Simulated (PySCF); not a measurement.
# C₅H₆F₂O: magnetic properties

Aim: compute the magnetic properties of C₅H₆F₂O (`FC(F)OC=C1CC1`).

Programs: PySCF 2.14.0, with routines of our own; each step states its level. All values are computed. Atoms count from 0.

## 1. The starting structure

14 atoms, charge 0, multiplicity 1; geometry from: GFN2-xTB.

## 2. Magnetic properties: GIAO PBE/pcSseg-1

Job settings and geometry (Å):

```
{"job": {"kind": "mag", "xc": "PBE", "basis": "pcSseg-1", "isotopologues": 2}, "charge": 0, "multiplicity": 1}
F      3.099278     1.273905     0.379279
C      1.948169     0.699833     0.005356
F      2.242730    -0.058965    -1.084320
O      1.497569    -0.047547     1.031387
C      0.187697    -0.510075     0.950395
C     -0.639253    -0.353641    -0.050720
C     -1.969913    -0.644877    -0.592284
C     -0.953521     0.131650    -1.400039
H      1.249020     1.488703    -0.330242
H     -0.053900    -1.042258     1.857308
H     -2.819688    -0.115014    -0.186326
H     -2.192421    -1.661392    -0.881932
H     -0.476047    -0.350797    -2.241366
H     -1.120398     1.190001    -1.548355
```

Method: GIAO PBE/pcSseg-1 magnetisability, rotational g tensor and spin-rotation constants, non-relativistic, gas phase.

Launch:

```bash
$ OMP_NUM_THREADS=1 python excited_run.py task.json out
```

This one command runs all jobs of the session in turn.

Standard output:

```text
coarse grid: 12408 points
cycle   1  E = -468.1873881966  dE =  1.245e+00  |g| = 8.997e-01  |ddm| = 3.442e+00
cycle   2  E = -467.8996489495  dE =  2.877e-01  |g| = 1.591e+00  |ddm| = 1.542e+00
cycle   3  E = -468.3279192627  dE = -4.283e-01  |g| = 1.240e-01  |ddm| = 1.005e+00
cycle   4  E = -468.3300068224  dE = -2.088e-03  |g| = 8.191e-02  |ddm| = 1.709e-01
cycle   5  E = -468.3314670861  dE = -1.460e-03  |g| = 3.402e-02  |ddm| = 9.056e-02
cycle   6  E = -468.3317232367  dE = -2.562e-04  |g| = 7.925e-03  |ddm| = 3.230e-02
cycle   7  E = -468.3317369473  dE = -1.371e-05  |g| = 2.263e-03  |ddm| = 8.907e-03
cycle   8  E = -468.3317379492  dE = -1.002e-06  |g| = 5.434e-04  |ddm| = 2.039e-03
final grid: 122688 points
cycle   9  E = -468.4279780642  dE = -3.704e-05  |g| = 1.893e-02  |ddm| = 4.770e-02
cycle  10  E = -468.4277793002  dE =  1.988e-04  |g| = 3.717e-02  |ddm| = 3.778e-02
cycle  11  E = -468.4280379424  dE = -2.586e-04  |g| = 6.761e-03  |ddm| = 2.944e-02
cycle  12  E = -468.4280490877  dE = -1.115e-05  |g| = 1.026e-03  |ddm| = 5.985e-03
cycle  13  E = -468.4280492610  dE = -1.733e-07  |g| = 3.393e-04  |ddm| = 9.248e-04
cycle  14  E = -468.4280492873  dE = -2.623e-08  |g| = 7.767e-05  |ddm| = 3.346e-04
cycle  15  E = -468.4280492884  dE = -1.172e-09  |g| = 2.200e-05  |ddm| = 7.847e-05
cycle  16  E = -468.4280492885  dE = -7.969e-11  |g| = 7.869e-06  |ddm| = 1.810e-05
converged SCF energy = -468.4280492885

Magnetisability tensor (1e-30 J/T^2)
    -1068.68       57.42       30.95
       57.42    -1193.14      -95.31
       30.95      -95.31    -1043.00
isotropic -1101.61   principal values   -1261.43  -1046.79   -996.60
isotropic susceptibility -66.340 1e-6 cm^3/mol

Inertial axes            a          b          c
rot. const./GHz      4.7111     1.2330     1.0739
chi total           -63.019    -61.408    -74.593
chi diamagnetic    -336.530  -1012.542  -1151.979
chi paramagnetic    273.511    951.134   1077.386
quadrupole/D A       -2.030      0.920      1.110
g nuclear            0.5688     0.5394     0.5401
g electronic        -0.6054    -0.5509    -0.5435
g total             -0.0365    -0.0115    -0.0034

Spin-rotation constants (kHz, H = +C I.J)
atom  isotope        aa         bb         cc
  0    19F        4.311      1.392      1.573
  2    19F        6.485      1.650      1.260
  8     1H       -0.255     -0.083      0.025
  9     1H       -0.441      0.089     -0.090
 10     1H       -0.257     -0.116     -0.058
 11     1H       -0.290     -0.138     -0.032
 12     1H       -0.498     -0.029     -0.074
 13     1H       -0.509     -0.110     -0.007
  1    13C*       1.466      0.376      0.336
  3    17O*      -1.131     -0.282     -0.167
  4    13C*       1.736      0.457      0.266
  5    13C*       1.937      0.406      0.098
  6    13C*       0.864      0.169      0.074
  7    13C*       0.684      0.221      0.088
* in the singly substituted isotopologue

Isotopologues: g along a, b, c
2H    at 8,9,10,11,12,1    -0.0318    -0.0110    -0.0031
13C   at 1                 -0.0365    -0.0114    -0.0034
```

Run time: 35 s. Hardware: 1 thread of Arm Neoverse V2, shared host; peak memory 0.6 GiB.

Key values:

```csv
quantity,value
magnetisability,-1102·10⁻³⁰ J/T²
molar susceptibility,-66.3·10⁻⁶ cm³/mol
"rotational g (a, b, c)","-0.0365, -0.0115, -0.0034"
```

The fields below are evaluated on a grid from the run's orbitals.

Frontier orbitals at PBE/pcSseg-1, with the share of their density that lies nearest to each atom:

```csv
orbital,energy (eV),lies on
HOMO,-6.05,C5 35 %; C4 24 %; O3 22 %
LUMO,-0.86,"C4, C5 about 28 % each; H9, H13 about 7 % each"
```

ELF in a plane through or near 8 of the atoms.

Ten even steps from ' ' (0.00) to '@' (1.00):
```
                                                        
                                                        
                                                        
                        ##@@%%--                        
                      ..@@@@@@%%                        
              ..--==..  %%@@@@**                        
              ::##%%**::**%%%%::                        
              ..##%%==%%--%%**====++==::..              
        --++==  --##++**==****::%%%%++**==..            
      ..++%%%%++==++##--..++::==**++##--++::            
      ..**%%++##--##----  ::%%%%**##++++==..            
      ..++%%%%++--==**==  ..##==--##%%**--              
        ::====    ....      ====::++++--..              
                            ::==++--::..                
                              ......                    
                                                        
                                                        
                                                        
                                                        
                                                        
```
The map spans 12.0 Å across and 10.0 Å up, centred on the molecule. Atoms in the plane (x, y in Å): F0 (-3.4, -0.2), C1 (-2.1, -0.2), O3 (-1.7, 1.1), C4 (-0.3, 1.3), C5 (0.6, 0.4), C6 (2.1, 0.2), C7 (1.1, -1.0), H9 (-0.1, 2.4).

On the surface of density 0.002 e/bohr³ the electrostatic potential runs, from the 1st to the 99th percentile, from -0.91 V near O3 to 1.11 V near H8.

## 3. Magnetic properties: GIAO PW91/pcseg-1

Settings changed since step 2:

```diff
@@ -1,2 +1,2 @@
-{"job": {"kind": "mag", "xc": "PBE", "basis": "pcSseg-1", "isotopologues": 2}, "charge": 0, "multiplicity": 1}
+{"job": {"kind": "mag", "xc": "PW91", "basis": "pcseg-1", "scf": {"diis": false, "max_cycle": 95}}, "charge": 0, "multiplicity": 1}
 F      3.099278     1.273905     0.379279
```

Method: GIAO PW91/pcseg-1 magnetisability, rotational g tensor and spin-rotation constants, non-relativistic, gas phase.

Standard output:

```text
final grid: 122688 points
cycle   1  E = -468.6117419873  dE =  1.249e+00  |g| = 8.164e-01  |ddm| = 3.922e+00
cycle   2  E = -468.3524808329  dE =  2.593e-01  |g| = 1.460e+00  |ddm| = 1.686e+00
cycle   3  E = -467.6653745222  dE =  6.871e-01  |g| = 2.359e+00  |ddm| = 2.580e+00
cycle   4  E = -464.5812078290  dE =  3.084e+00  |g| = 4.656e+00  |ddm| = 5.417e+00
cycle   5  E = -455.1582719213  dE =  9.423e+00  |g| = 7.028e+00  |ddm| = 9.671e+00
cycle   6  E = -402.4541005331  dE =  5.270e+01  |g| = 1.139e+01  |ddm| = 2.980e+01
cycle   7  E = -190.0266009074  dE =  2.124e+02  |g| = 1.908e+01  |ddm| = 6.880e+01
cycle   8  E = -131.4015831083  dE =  5.863e+01  |g| = 1.648e+01  |ddm| = 7.136e+01
cycle   9  E = -108.6765730741  dE =  2.273e+01  |g| = 1.956e+01  |ddm| = 7.320e+01
cycle  10  E = -119.1580550768  dE = -1.048e+01  |g| = 1.592e+01  |ddm| = 7.299e+01
[... 75 cycles left out ...]
cycle  86  E = -119.0353150103  dE = -8.741e+00  |g| = 1.591e+01  |ddm| = 7.523e+01
cycle  87  E = -110.2945808337  dE =  8.741e+00  |g| = 1.947e+01  |ddm| = 7.523e+01
cycle  88  E = -119.0353150103  dE = -8.741e+00  |g| = 1.591e+01  |ddm| = 7.523e+01
cycle  89  E = -110.2945808338  dE =  8.741e+00  |g| = 1.947e+01  |ddm| = 7.523e+01
cycle  90  E = -119.0353150103  dE = -8.741e+00  |g| = 1.591e+01  |ddm| = 7.523e+01
cycle  91  E = -110.2945808337  dE =  8.741e+00  |g| = 1.947e+01  |ddm| = 7.523e+01
cycle  92  E = -119.0353150103  dE = -8.741e+00  |g| = 1.591e+01  |ddm| = 7.523e+01
cycle  93  E = -110.2945808338  dE =  8.741e+00  |g| = 1.947e+01  |ddm| = 7.523e+01
cycle  94  E = -119.0353150103  dE = -8.741e+00  |g| = 1.591e+01  |ddm| = 7.523e+01
cycle  95  E = -110.2945808338  dE =  8.741e+00  |g| = 1.947e+01  |ddm| = 7.523e+01
SCF not converged, last energy = -110.2945808338
```

Wall time 96 s (1 thread of Arm Neoverse V2, shared host); peak memory 0.46 GiB.

Diagnosis: The SCF swings between two densities 8.74 Eh apart: plain iteration without DIIS overshoots. Cure: turn DIIS on. Numbers printed on the way are no properties of the molecule.

## 4. Results

| quantity | value |
| --- | --- |
| magnetisability (step 2, GIAO PBE/pcSseg-1) | -1102·10⁻³⁰ J/T² |
| molar susceptibility (step 2, GIAO PBE/pcSseg-1) | -66.3·10⁻⁶ cm³/mol |
| rotational g (a, b, c) (step 2, GIAO PBE/pcSseg-1) | -0.0365, -0.0115, -0.0034 |
| surface potential, 1st and 99th percentile | -0.91 V and 1.11 V |
| runs | 1 failed, 0 ended on unsound input |

What this shows: By nearest atom (PBE/pcSseg-1), the HOMO sits on C5 35 %; C4 24 % and the LUMO on C4, C5 about 28 % each; H9, H13 about 7 % each. Vibrational averaging and real surroundings are missing from these values.
